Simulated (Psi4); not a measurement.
**CH3In (SMILES C[In]), step by step**

Wanted: a geometry optimisation (B3LYP-D3(BJ)/def2-SVP), then vibrational wavenumbers of CH3In. 

Program for the calculation: Psi4 1.11.

**1. Starting point**

CH3In: 5 atoms, total charge 0, spin state singlet. SMILES: `C[In]`. Geometry: relaxed at PBE0-D4/def2-TZVP. The run starts from this shape.

Bond lengths: C1–In2 2.238 Å, C1–H3 1.096 Å, C1–H4 1.096 Å, C1–H5 1.096 Å. Angles: In2–C1–H3 111.3°, In2–C1–H4 111.3°, In2–C1–H5 111.3°, H3–C1–H4 107.6°, H3–C1–H5 107.6°, H4–C1–H5 107.6°.

**2. A structure relaxation at B3LYP-D3(BJ)/def2-SVP (density fitting, core potential) (run 1)**

ch3in.in

```
memory 1600 MB

molecule m {
  0 1
  C
  In 1 R2
  H 1 R3 2 A3
  H 1 R4 3 A4 2 D4
  H 1 R5 3 A5 4 D5

  R2 = 2.237599
  R3 = 1.095905
  A3 = 111.2562
  R4 = 1.095905
  A4 = 107.62869
  D4 = 122.12592
  R5 = 1.0959
  A5 = 107.62891
  D5 = 115.74742
}

set {
  geom_maxiter 60
}

E, wfn = optimize('b3lyp-d3(bj)/def2-SVP', return_wfn=True)
```

Run with:

```console
$ psi4 -n 1 ch3in.in ch3in.out
```

ch3in.out:

```text
Psi4 1.11 release

gradient() will perform analytic gradient computation.

   => Loading Basis Set <=

    Name: DEF2-SVP
    Role: ORBITAL
    Keyword: BASIS

    !!!  WARNING: ECP capability is in beta. Please check occupations closely.  !!!

   => B3LYP-D3(BJ): Empirical Dispersion <=

        s6 =       1.000000
        s8 =       1.988900
        a1 =       0.398100
        a2 =       4.421100

         ---------------------------------------------------------
                                   SCF
                              RKS Reference
                        1 Threads,   1525 MiB Core
         ---------------------------------------------------------

  ==> Geometry <==

    Molecular point group: c1
    Full point group: C1

    Geometry (in Angstrom), charge = 0, multiplicity = 1:

       Center              X                  Y                   Z               Mass
    ------------   -----------------  -----------------  -----------------  -----------------
         C            0.000000095318     0.000000000901    -1.969620289040    12.000000000000
         IN           0.000000095318     0.000000000901     0.267978710960   114.903878776000
         H            0.000000095318     1.021349097985    -2.366928470320     1.007825032230
         H           -0.884517056173    -0.510671953969    -2.366925376162     1.007825032230
         H            0.884504958558    -0.510677257461    -2.366932124627     1.007825032230

  Running in c1 symmetry.

  Rotational constants: A =      5.34495  B =      0.22992  C =      0.22992 [cm^-1]
  Rotational constants: A = 160237.42879  B =   6892.79205  C =   6892.79091 [MHz]
  Nuclear repulsion =   51.184427394875748

  Charge       = 0
  Multiplicity = 1
  Electrons    = 30
  Nalpha       = 15
  Nbeta        = 15

  ==> Algorithm <==

  SCF Algorithm Type is DF.
  DIIS enabled.
  MOM disabled.
  Fractional occupation disabled.
  Guess Type is SAD.
  Energy threshold   = 1.00e-08
  Density threshold  = 1.00e-08
  Integral threshold = 1.00e-12

  ==> Primary Basis <==

  Basis Set: DEF2-SVP
    Blend: DEF2-SVP
    Number of shells: 25
    Number of basis functions: 55
    Number of Cartesian functions: 58
    Spherical Harmonics?: true
    Max angular momentum: 2

  Core potential: DEF2-SVP
    Number of shells: 4
    Number of ECP primitives: 18
    Number of ECP core electrons: 28
    Max angular momentum: 3

  ==> DFT Potential <==

   => LibXC <=

    Version 7.1.2

   => Composite Functional: B3LYP-D3BJ2B <=

    B3LYP-d3bj2b Hyb-GGA Exchange-Correlation Functional

    Deriv               =              1
    GGA                 =           TRUE
    Meta                =          FALSE

    Exchange Hybrid     =           TRUE
    MP2 Hybrid          =          FALSE

   => Exchange Functionals <=

    0.0800   Slater exchange
    0.7200         Becke 88

   => Exact (HF) Exchange <=

    0.2000               HF

   => Correlation Functionals <=

    0.1900   Vosko, Wilk & Nusair (VWN5_RPA)
    0.8100   Lee, Yang & Parr

   => LibXC Density Thresholds  <==

    XC_HYB_GGA_XC_B3LYP:  1.00E-15

   => Molecular Quadrature <=

    Radial Scheme          =       TREUTLER
    Pruning Scheme         =           NONE
    Nuclear Scheme         =       TREUTLER

    Blocking Scheme        =         OCTREE
    BS radius alpha        =              1
    Pruning alpha          =              1
    Radial Points          =             75
    Spherical Points       =            302
    Total Points           =         108533
    Total Blocks           =            874
    Max Points             =            256
    Max Functions          =             55
    Weights Tolerance      =       1.00E-15

   => Loading Basis Set <=

    Name: (DEF2-SVP AUX)
    Role: JKFIT
    Keyword: DF_BASIS_SCF

  ==> Integral Setup <==

  DFHelper Memory: AOs need 0.009 GiB; user supplied 0.958 GiB.
  SCF_SUBTYPE=INCORE selected. In-core MEM_DF algorithm will be used.
  Using in-core AOs.

  ==> MemDFJK: Density-Fitted J/K Matrices <==

    J tasked:                   Yes
    K tasked:                   Yes
    wK tasked:                   No
    Memory [MiB]:               981
    Algorithm:                 Core
    Schwarz Cutoff:           1E-12
    Mask sparsity (%):       0.0000
    Fitting Condition:        1E-10

   => Auxiliary Basis Set <=

  Basis Set: (DEF2-SVP AUX)
    Blend: DEF2-UNIVERSAL-JKFIT
    Number of shells: 89
    Number of basis functions: 347
    Number of Cartesian functions: 458
    Spherical Harmonics?: true
    Max angular momentum: 5

  Cached 100.0% of DFT collocation blocks in 0.159 [GiB].

  Minimum eigenvalue in the overlap matrix is 1.4279199714E-02.
  Reciprocal condition number of the overlap matrix is 2.7622954119E-03.
    Using symmetric orthogonalization.

  ==> Pre-Iterations <==

  SCF Guess: Superposition of Atomic Densities via on-the-fly atomic UHF (no occupation information).

   -------------------------
    Irrep   Nso     Nmo
   -------------------------
     A         55      55
   -------------------------
    Total      55      55
   -------------------------

  ==> Iterations <==

                           Total Energy        Delta E     RMS |[F,P]|

   @DF-RKS iter SAD:  -228.85781771453645   -2.28858e+02   0.00000e+00
[... 1 line left out ...]
   @DF-RKS iter   2:  -229.13336460283526    5.75529e-01   1.99788e-02 ADIIS/DIIS
[... 1 line left out ...]
   @DF-RKS iter   4:  -230.07821642586538   -6.09561e-03   8.07191e-04 ADIIS/DIIS
[... 1 line left out ...]
   @DF-RKS iter   6:  -230.07935809769944   -3.26573e-05   2.05330e-05 DIIS
[... 1 line left out ...]
   @DF-RKS iter   8:  -230.07935885006759   -2.83209e-08   5.84507e-07 DIIS
[... 1 line left out ...]
   @DF-RKS iter  10:  -230.07935885075463   -5.57066e-12   1.68509e-09 DIIS
[... 27 lines left out ...]
    Final Occupation by Irrep:
[... 9 lines left out ...]
    Nuclear Repulsion Energy =             51.1844273948757476
[... 1 line left out ...]
    Two-Electron Energy =                 227.6747812594471725
[... 1 line left out ...]
    Empirical Dispersion Energy =          -0.0053814894297410
[... 1 line left out ...]
    Total Energy =                       -230.0793588507546303
[... 15 lines left out ...]
 Dipole Y            :         -0.0000016           -0.0000002           -0.0000018
[... 80 lines left out ...]
    Weights Tolerance      =       1.00E-15
[... 49 lines left out ...]
	Measures of convergence in internal coordinates in au.
[... 6 lines left out ...]
	  Convergence Criteria     1.00e-06 *    3.00e-04 *             o    1.20e-03 *             o~
[... 98 lines left out ...]
    !!!  WARNING: ECP capability is in beta. Please check occupations closely.  !!!
[... 35 lines left out ...]
   @DF-RKS iter   0:  -230.06585275508834   -2.30066e+02   1.19484e-03
[... 1 line left out ...]
   @DF-RKS iter   2:  -230.07953461837954    1.38329e-04   3.68654e-04 ADIIS/DIIS
[... 1 line left out ...]
   @DF-RKS iter   4:  -230.07979803591249   -1.30558e-06   2.17990e-06 DIIS
[... 1 line left out ...]
   @DF-RKS iter   6:  -230.07979804414538   -1.51658e-10   9.15934e-08 DIIS
[... 1 line left out ...]
   @DF-RKS iter   8:  -230.07979804416010   -1.98952e-13   1.26218e-09 DIIS
[... 7 lines left out ...]
    Final Occupation by Irrep:
[... 9 lines left out ...]
    Nuclear Repulsion Energy =             50.3430032458218122
[... 1 line left out ...]
    Two-Electron Energy =                 226.8322942031015828
[... 1 line left out ...]
    Empirical Dispersion Energy =          -0.0053477331312796
[... 1 line left out ...]
    Total Energy =                       -230.0797980441600998
[... 15 lines left out ...]
 Dipole Y            :          0.0000069           -0.0000066            0.0000003
[... 43 lines left out ...]
    Weights Tolerance      =       1.00E-15
[... 49 lines left out ...]
	Measures of convergence in internal coordinates in au.
[... 6 lines left out ...]
	  Convergence Criteria     1.00e-06 *    3.00e-04 *             o    1.20e-03 *             o
[... 99 lines left out ...]
                           Total Energy        Delta E     RMS |[F,P]|
[... 2 lines left out ...]
   @DF-RKS iter   1:  -230.07979831754466    3.48108e-04   5.60798e-06 DIIS
[... 1 line left out ...]
   @DF-RKS iter   3:  -230.07979840423897   -1.59018e-07   6.22682e-07 DIIS
[... 1 line left out ...]
   @DF-RKS iter   5:  -230.07979840524868   -2.02931e-11   2.27842e-08 DIIS
[... 1 line left out ...]
  Energy and wave function converged.
[... 26 lines left out ...]
    Final Occupation by Irrep:
              A
    DOCC [    15 ]
    NA   [    15 ]
    NB   [    15 ]

  @DF-RKS Final Energy:  -230.07979840524965

   => Energetics <=

    Nuclear Repulsion Energy =             50.3733329138844681
    One-Electron Energy =                -488.4136531473855030
    Two-Electron Energy =                 226.8627719786458101
    DFT Exchange-Correlation Energy =     -18.8969010993664099
    Empirical Dispersion Energy =          -0.0053490510280420
    VV10 Nonlocal Energy =                  0.0000000000000000
    Total Energy =                       -230.0797984052496474

Computation Completed

Properties will be evaluated at   0.000000,   0.000000,   0.000000 [a0]

Properties computed using the SCF density matrix

 Multipole Moments:

 ------------------------------------------------------------------------------------
     Multipole            Electronic (a.u.)      Nuclear  (a.u.)        Total (a.u.)
 ------------------------------------------------------------------------------------

 L = 1.  Multiply by 2.5417464519 to convert [e a0] to [Debye]
 Dipole X            :          0.0000137           -0.0000140           -0.0000002
 Dipole Y            :          0.0000038           -0.0000041           -0.0000003
 Dipole Z            :         25.6405196          -25.5661884            0.0743312
 Magnitude           :                                                    0.0743312

 ------------------------------------------------------------------------------------

	total time  =          1 seconds =       0.02 minutes

         ------------------------------------------------------------
                                   SCF GRAD
         ------------------------------------------------------------

  ==> Geometry <==

    Molecular point group: c1
    Full point group: C1

    Geometry (in Angstrom), charge = 0, multiplicity = 1:

       Center              X                  Y                   Z               Mass
    ------------   -----------------  -----------------  -----------------  -----------------
         C            0.000000074725     0.000000022156    -2.006252408337    12.000000000000
         IN           0.000000074725     0.000000022156     0.272864859266   114.903878776000
         H            0.000000074725     1.030085869712    -2.407233074648     1.007825032230
         H           -0.892086801248    -0.515042807313    -2.407221065893     1.007825032230
         H            0.892077317248    -0.515045852287    -2.407237699353     1.007825032230

  Nuclear repulsion =   50.373332913884468

   => Molecular Quadrature <=

    Radial Scheme          =       TREUTLER
    Pruning Scheme         =           NONE
    Nuclear Scheme         =       TREUTLER

    Blocking Scheme        =         OCTREE
    BS radius alpha        =              1
    Pruning alpha          =              1
    Radial Points          =             75
    Spherical Points       =            302
    Total Points           =         108611
    Total Blocks           =            873
    Max Points             =            255
    Max Functions          =             55
    Weights Tolerance      =       1.00E-15

  -Total Gradient:
     Atom            X                  Y                   Z
    ------   -----------------  -----------------  -----------------
       1        0.000000437019     0.000000489104     0.000005511828
       2       -0.000000096467    -0.000000015132     0.000023604288
       3       -0.000000574943     0.000000780809    -0.000008234911
       4       -0.000000745787    -0.000000455509    -0.000008399176
       5        0.000000579925    -0.000001012749    -0.000008427369

	total time  =          0 seconds =       0.00 minutes

    			-----------------------------------------

    			 OPTKING 3.0: for geometry optimizations

    			        with contributions from

    			-----------------------------------------

	                            ===> Fragment 1 <==

	 Z (Atomic Numbers)          Masses                          Geom
	       6.000000            12.000000          0.00000014  0.00000004 -3.79126759
	      49.000000            114.903879         0.00000014  0.00000004  0.51563985
	       1.000000             1.007825          0.00000014  1.94658018 -4.54901123
	       1.000000             1.007825         -1.68579973 -0.97328985 -4.54898854
	       1.000000             1.007825          1.68578181 -0.97329560 -4.54901997

	 - Coordinate -           - BOHR/RAD -       - ANG/DEG -
	 R(1,2)           =         4.306907           2.279117
	 R(1,3)           =         2.088863           1.105379
	 R(1,4)           =         2.088865           1.105380
[... 18 lines of this table left out ...]
	 O(5,1,3,4)       =        -1.032733         -59.171238

	        --- Internal Coordinate Step in ANG or DEG, aJ/ANG or AJ/DEG ---
	-------------------------------------------------------------------------------
	           Coordinate      Previous         Force          Change          New
	           ----------      --------        ------          ------        ------
	               R(1,2)       2.27912       -0.00019       -0.00013       2.27898
	               R(1,3)       1.10538       -0.00003       -0.00001       1.10537
	               R(1,4)       1.10538       -0.00003       -0.00001       1.10537
[... 18 lines of this table left out ...]
	           O(5,1,3,4)     -59.17124        0.00000        0.00329     -59.16794
	-------------------------------------------------------------------------------

	                                 ==> Convergence Check <==

	Measures of convergence in internal coordinates in au.

	Criteria marked as inactive (o), active & met (*), and active & unmet ( ).

	----------------------------------------------------------------------------------------------
	   Step    Total Energy     Delta E     Max Force     RMS Force      Max Disp      RMS Disp
	----------------------------------------------------------------------------------------------
	  Convergence Criteria     1.00e-06 *    3.00e-04 *             o    1.20e-03 *             o
	----------------------------------------------------------------------------------------------
	     3    -230.07979841   -3.61e-07 *    2.28e-05 *    5.45e-06 o    2.51e-04 *    6.09e-05 o  ~
	----------------------------------------------------------------------------------------------

Next Geometry in Ang
	Fragment 1 (Ang)

	    C  -0.0000005422  -0.0000003256  -2.0062418417
	   In   0.0000000905  -0.0000002737   0.2727428094
	    H   0.0000014117   1.0300900430  -2.4071965169
	    H  -0.8920916831  -0.5150455565  -2.4071834884
	    H   0.8920814633  -0.5150466328  -2.4072003515

    Final optimized geometry and variables:
    Molecular point group: c1
    Full point group: C1

    Geometry (in Angstrom), charge = 0, multiplicity = 1:

    C
    IN            1          R2
    H             1          R3      2          A3
    H             1          R4      3          A4      2          D4
    H             1          R5      3          A5      4          D5

    A3        =  111.2694294460
    A4        =  107.6149076314
    A5        =  107.6147391048
    D4        =  122.1407936395
    D5        =  115.7173693617
    R2        =    2.2791172676
    R3        =    1.1053788256
    R4        =    1.1053795614
    R5        =    1.1053792395

    Psi4 run time: 0:00:08.63

[set-up sections that repeat, and orbital energies of the middle runs, are left out above]
```

The script printed:

```text
Optimizer: Optimization complete!
```

Run time: 9.6 s. Hardware: 1 thread of Intel Xeon 6975P-C (Granite Rapids), shared host; peak memory 0.42 GiB.

The path in brief:

```csv
step,energy from the first frame kept (eV),largest force (eV/Å)
0,0.0000,0.3716
1,-0.0120,0.0156
2,-0.0120,0.0012
```

After the run. Bond lengths: C1–In2 2.279 Å, C1–H3 1.105 Å, C1–H4 1.105 Å, C1–H5 1.105 Å. Angles: In2–C1–H3 111.3°, In2–C1–H4 111.3°, In2–C1–H5 111.3°, H3–C1–H4 107.6°, H3–C1–H5 107.6°, H4–C1–H5 107.6°.

(Part 1 of 2 ends here.)
